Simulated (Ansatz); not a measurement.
# BClF2H2: the cost of one run

Method: RKS LDA/def2-SVP, in Ansatz 0.2.0.

### 1 Starting point

Bond lengths: B1–Cl2 2.210 Å, B1–F3 1.320 Å, B1–H4 1.190 Å, B1–F5 1.620 Å, Cl2–H6 1.365 Å. Angles: B1–Cl2–H6 61.1°, Cl2–B1–F3 120.0°, Cl2–B1–H4 120.0°, Cl2–B1–F5 71.6°, F3–B1–H4 120.0°, F3–B1–F5 96.8°, H4–B1–F5 101.3°.

Structure file:

```xyz
6

B     0.0000    0.0000    0.0000
Cl    0.0000    0.0000    2.2100
F     1.1431    0.0000   -0.6600
H    -1.0305    0.0000   -0.5950
F     0.0726    1.5356    0.5108
H     0.0564    1.1931    1.5499
```

### 2 Pulling towards end A

Springs on the bonds that form and break draw the guess towards this end; the thresholds are loose.

File input.yaml:

```yaml
crystal:
  periodic: [false, false, false]
  atoms:
    - { symbol: B, position_ang: [0.0, 0.0, 0.0] }
    - { symbol: Cl, position_ang: [0.0, 0.0, 2.21] }
    - { symbol: F, position_ang: [1.1431, 0.0, -0.66] }
    - { symbol: H, position_ang: [-1.0305, 0.0, -0.595] }
    - { symbol: F, position_ang: [0.0726, 1.5356, 0.5108] }
    - { symbol: H, position_ang: [0.0564, 1.1931, 1.5499] }
basis:
  gaussian: { orbitals: def2-SVP }
hamiltonian:
  xc: lda
relax:
  f_tol: 0.15
  max_steps: 25
  restrain:
    - { distance: [0, 4], at: 2.52, k: 30.0 }
    - { distance: [5, 1], at: 2.57, k: 30.0 }
    - { distance: [0, 1], at: 1.86, k: 30.0 }
    - { distance: [5, 4], at: 0.92, k: 30.0 }
```

Command:

```sh
$ ansatz run input.yaml --threads 1 --pin off --max-ram 2048MiB --backend cpu --events-out ev --progress --plain --runs-dir out
```

What time and memory should one allow on 1 thread of Arm Neoverse V1, shared host?

About 11 s, with a peak of 0.13 GiB.
